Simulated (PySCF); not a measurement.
# BSiH5OF− (SMILES [BH3-]O[SiH2]F) at 6 levels

We compute a comparison of 6 runs (HF/STO-3G, HF/3-21G, HF/def2-SVP, HF/def2-TZVP, B3LYP/6-31G*, PBE0/def2-SVP) of BSiH5OF−. The job is set up through a Python script.

The calculation is run with PySCF 2.14.0.

1 further run of the same task is left out (set aside as unsound or not needed).

## Step 1: The structure to begin with

BSiH5OF− has 9 atoms, charge -1, and is taken as a singlet. SMILES: `[BH3-]O[SiH2]F`. Geometry: relaxed at GFN2-xTB. This is one conformer, not always the lowest.

Bond lengths: B1–O2 1.514 Å, O2–Si3 1.549 Å, Si3–F4 1.638 Å, B1–H5 1.216 Å, B1–H6 1.216 Å, B1–H7 1.210 Å, Si3–H8 1.475 Å, Si3–H9 1.475 Å. Some angles: B1–O2–Si3 136.4°, O2–Si3–F4 107.1°, O2–B1–H5 108.7°, O2–B1–H6 108.7°, O2–B1–H7 107.4°, O2–Si3–H8 117.9°, O2–Si3–H9 118.0°, F4–Si3–H8 101.4°, F4–Si3–H9 101.4°, H5–B1–H6 110.0°.

## Step 2: Energy and forces at HF/STO-3G (run 1)

Input file run.py:

```python
# [BH3-]O[SiH2]F
import pyscf.grad
from pyscf import gto

molecule = gto.Mole()
molecule.atom = '''
B       -0.028690       1.514500       0.075650
O        0.223760       0.093710       0.533340
Si       0.029340      -1.325670      -0.055510
F        0.558330      -2.390950       1.070290
H        0.625760       1.722510      -0.928060
H       -1.213580       1.641750      -0.167250
H        0.311120       2.249690       0.975040
H       -1.349480      -1.798070      -0.279380
H        0.843440      -1.707460      -1.224130
'''
molecule.verbose = 3
molecule.max_memory = 1860
molecule.basis = 'sto-3g'
molecule.spin = 0
molecule.charge = -1
molecule.build()

mf = molecule.RHF()
mf.conv_tol = 1e-10
mf.kernel()
if not mf.converged:
    mf = mf.newton().run(mf.mo_coeff, mf.mo_occ)

energy = mf.e_tot
print('E = %.10f Eh' % energy)
grad = mf.Gradients().kernel()
dip = mf.dip_moment()
pop, q = mf.mulliken_pop()
```

On the command line:

```
$ OMP_NUM_THREADS=1 python run.py
```

Standard output:

```text
converged SCF energy = -484.710173468248
E = -484.7101734682 Eh
--------------- RHF gradients ---------------
         x                y                z
0 B     0.0010669054     0.0193441189     0.0045491157
1 O    -0.0067006239    -0.0586175012    -0.0214318614
2 Si     0.0084192653     0.0572900839     0.0250961157
3 F     0.0012448375    -0.0060360033     0.0023116405
4 H     0.0111854156    -0.0011374291    -0.0149838621
5 H    -0.0183816017    -0.0024058257    -0.0028091627
6 H     0.0059406739     0.0091706443     0.0153073336
7 H    -0.0184027582    -0.0095125082     0.0033045852
8 H     0.0156278862    -0.0080955796    -0.0113439045
----------------------------------------------

WARN: System has nonzero charge -1; the dipole moment is origin-dependent.
Location of origin: [0. 0. 0.]

Dipole moment(X, Y, Z, Debye): -0.53721, -3.43221, -1.57074
 ** Mulliken pop  **
pop of  0 B 1s            1.98870
pop of  0 B 2s            0.86169
pop of  0 B 2px           0.76636
pop of  0 B 2py           0.55021
pop of  0 B 2pz           0.75610
pop of  1 O 1s            1.99733
pop of  1 O 2s            1.79256
pop of  1 O 2px           1.84529
pop of  1 O 2py           1.23451
pop of  1 O 2pz           1.71882
pop of  2 Si 1s           1.99961
pop of  2 Si 2s           1.98735
pop of  2 Si 3s           1.06590
pop of  2 Si 2px          1.96519
pop of  2 Si 2py          1.96666
pop of  2 Si 2pz          1.96479
pop of  2 Si 3px          0.75155
pop of  2 Si 3py          0.61544
pop of  2 Si 3pz          0.65921
pop of  3 F 1s            1.99919
pop of  3 F 2s            1.95482
pop of  3 F 2px           1.91803
pop of  3 F 2py           1.76414
pop of  3 F 2pz           1.75699
pop of  4 H 1s            1.21478
pop of  5 H 1s            1.21493
pop of  6 H 1s            1.20187
pop of  7 H 1s            1.24400
pop of  8 H 1s            1.24396
 ** Mulliken atomic charges  **
charge of    0B =      0.07693
charge of    1O =     -0.58851
charge of    2Si =      1.02429
charge of    3F =     -0.39317
charge of    4H =     -0.21478
charge of    5H =     -0.21493
charge of    6H =     -0.20187
charge of    7H =     -0.24400
charge of    8H =     -0.24396
```

It took 2.6 s on 1 thread of Intel Xeon at 2.70GHz, shared host; peak memory 0.12 GiB.

## Step 3: Energy and gradient at HF/3-21G (run 2)

Input file calc.py:

```python
import pyscf.grad
from pyscf import gto, scf

mol = gto.M(
    atom='''
B     -0.054216     2.861990     0.142958
O      0.422845     0.177086     1.007867
Si     0.055445    -2.505153    -0.104899
F      1.055091    -4.518241     2.022555
H      1.182515     3.255072    -1.753779
H     -2.293334     3.102458    -0.316057
H      0.587932     4.251298     1.842559
H     -2.550148    -3.397860    -0.527952
H      1.593871    -3.226632    -2.313270
''',
    max_memory=1860,
    basis='3-21g',
    spin=0,
    unit='bohr',
    verbose=4,
    charge=-1,
)

mf = scf.RHF(mol)
mf.conv_tol = 1e-10
mf.kernel()
if not mf.converged:
    mf = mf.newton().run(mf.mo_coeff, mf.mo_occ)

etot = mf.e_tot
print('E = %.10f Eh' % etot)
grad = mf.Gradients().kernel()
dip = mf.dip_moment()
pop, q = mf.mulliken_pop()
```

On the command line:

```
$ OMP_NUM_THREADS=1 python calc.py
```

Standard output:

```text
PySCF version 2.14.0

[... 63 lines left out ...]
converged SCF energy = -488.313005937146
[... 13 lines left out ...]
WARN: System has nonzero charge -1; the dipole moment is origin-dependent.
[... 2 lines left out ...]
Dipole moment(X, Y, Z, Debye): -0.89158, -2.79075, -2.33662
[... 21 lines left out ...]
pop of  2 Si 3s           0.66768
pop of  2 Si 4s           0.26084
pop of  2 Si 2px          1.95769
pop of  2 Si 2py          1.95554
pop of  2 Si 2pz          1.95521
pop of  2 Si 3px          0.51016
pop of  2 Si 3py          0.39245
pop of  2 Si 3pz          0.42845
pop of  2 Si 4px          0.15376
pop of  2 Si 4py          0.04117
pop of  2 Si 4pz          0.12221
pop of  3 F 1s            1.98451
pop of  3 F 2s            0.43490
pop of  3 F 3s            1.54235
pop of  3 F 2px           0.85357
pop of  3 F 2py           0.80781
pop of  3 F 2pz           0.80864
pop of  3 F 3px           1.06608
pop of  3 F 3py           1.03447
pop of  3 F 3pz           1.03434
pop of  4 H 1s            0.46062
pop of  4 H 2s            0.75675
pop of  5 H 1s            0.46062
pop of  5 H 2s            0.75751
pop of  6 H 1s            0.46096
pop of  6 H 2s            0.74019
pop of  7 H 1s            0.44543
pop of  7 H 2s            0.89866
pop of  8 H 1s            0.44544
pop of  8 H 2s            0.89871
 ** Mulliken atomic charges  **
charge of    0B =      0.24380
charge of    1O =     -0.93843
charge of    2Si =      1.58621
charge of    3F =     -0.56669
charge of    4H =     -0.21737
charge of    5H =     -0.21812
charge of    6H =     -0.20115
charge of    7H =     -0.34409
charge of    8H =     -0.34415
```

Wall time 2.4 s (1 thread of Intel Xeon at 2.70GHz, shared host); peak memory 0.12 GiB.

Runs 3 to 5 aren't shown in full; the table further down has their settings and results.

## Step 4: Energy and gradient at PBE0/def2-SVP (run 6)

Input file input.py:

```python
import pyscf.grad
from pyscf import gto, dft

mol = gto.M(
    atom='''
B       -0.028690       1.514500       0.075650
O        0.223760       0.093710       0.533340
Si       0.029340      -1.325670      -0.055510
F        0.558330      -2.390950       1.070290
H        0.625760       1.722510      -0.928060
H       -1.213580       1.641750      -0.167250
H        0.311120       2.249690       0.975040
H       -1.349480      -1.798070      -0.279380
H        0.843440      -1.707460      -1.224130
''',
    charge=-1,
    verbose=4,
    basis='def2-svp',
    max_memory=1860,
)

myscf = dft.RKS(mol)
myscf.xc = 'pbe0'
myscf.conv_tol = 1e-10
myscf.grids.level = 5
myscf.kernel()
if not myscf.converged:
    myscf = myscf.newton().run(myscf.mo_coeff, myscf.mo_occ)

energy = myscf.e_tot
print('E(%s) = %.9f' % ('PBE0', energy))
grad = myscf.Gradients().kernel()
dip = myscf.dip_moment()
pop, q = myscf.mulliken_pop()
```

On the command line:

```
$ OMP_NUM_THREADS=1 python input.py
```

Standard output:

```text
PySCF version 2.14.0

[... 76 lines left out ...]
converged SCF energy = -491.97193349048
[... 14 lines left out ...]
WARN: System has nonzero charge -1; the dipole moment is origin-dependent.
[... 2 lines left out ...]
Dipole moment(X, Y, Z, Debye): -0.57037, -2.58811, -1.56989
[... 56 lines left out ...]
pop of  3 F 3dxy          0.00059
pop of  3 F 3dyz          0.00133
pop of  3 F 3dz^2         0.00081
pop of  3 F 3dxz          0.00070
pop of  3 F 3dx2-y2       0.00054
pop of  4 H 1s            0.73993
pop of  4 H 2s            0.43520
pop of  4 H 2px           0.00378
pop of  4 H 2py           0.00127
pop of  4 H 2pz           0.00578
pop of  5 H 1s            0.73995
pop of  5 H 2s            0.43596
pop of  5 H 2px           0.00732
pop of  5 H 2py           0.00113
pop of  5 H 2pz           0.00238
pop of  6 H 1s            0.74173
pop of  6 H 2s            0.41877
pop of  6 H 2px           0.00267
pop of  6 H 2py           0.00300
pop of  6 H 2pz           0.00501
pop of  7 H 1s            0.75540
pop of  7 H 2s            0.44295
pop of  7 H 2px           0.00686
pop of  7 H 2py           0.00141
pop of  7 H 2pz           0.00074
pop of  8 H 1s            0.75542
pop of  8 H 2s            0.44288
pop of  8 H 2px           0.00298
pop of  8 H 2py           0.00114
pop of  8 H 2pz           0.00490
 ** Mulliken atomic charges  **
charge of    0B =     -0.01307
charge of    1O =     -0.39815
charge of    2Si =      0.78010
charge of    3F =     -0.41030
charge of    4H =     -0.18595
charge of    5H =     -0.18675
charge of    6H =     -0.17119
charge of    7H =     -0.20736
charge of    8H =     -0.20732
```

It took 33 s on 1 thread of Intel Xeon at 2.70GHz, shared host; peak memory 0.83 GiB.

## Step 5: The series

| run | level | integration grid | energy (Eh) | HOMO energy (eV) | LUMO energy (eV) | HOMO–LUMO gap (eV) | wall time |
| --- | --- | --- | --- | --- | --- | --- | --- |
| 1 | HF/STO-3G | – | -484.710173 | -1.49 | 18.34 | 19.84 | 2.6 s |
| 2 | HF/3-21G | – | -488.313006 | -5.02 | 9.52 | 14.55 | 2.4 s |
| 3 | HF/def2-SVP | – | -490.708555 | -5.38 | 9.36 | 14.74 | 8.7 s |
| 4 | HF/def2-TZVP | – | -491.078027 | -5.48 | 7.90 | 13.38 | 68 s |
| 5 | B3LYP/6-31G* (spherical functions) | 5 | -492.561498 | -1.36 | 5.60 | 6.96 | 30 s |
| 6 | PBE0/def2-SVP | 5 | -491.971933 | -1.84 | 5.94 | 7.78 | 33 s |

## Step 6: What came out

| quantity | value |
| --- | --- |
| run 6: total energy | -491.97193 Eh |
| run 6: HOMO energy | -1.84 eV |
| run 6: LUMO energy | 5.94 eV |
| run 6: HOMO–LUMO gap (to an unbound level, set by the basis) | 7.78 eV |
| run 6: largest force on an atom | 1.521 eV/Å |

The HOMO–LUMO gap runs from 6.96 eV (B3LYP/6-31G*) to 19.84 eV (HF/STO-3G). The two ends differ in method and basis. The empty levels of an anion lie above zero and hang on the basis. Totals of different functionals can't be ranked against each other. In run 1 the basis is minimal, so the values are rough. All runs together took 2.4 min, the longest 68 s.
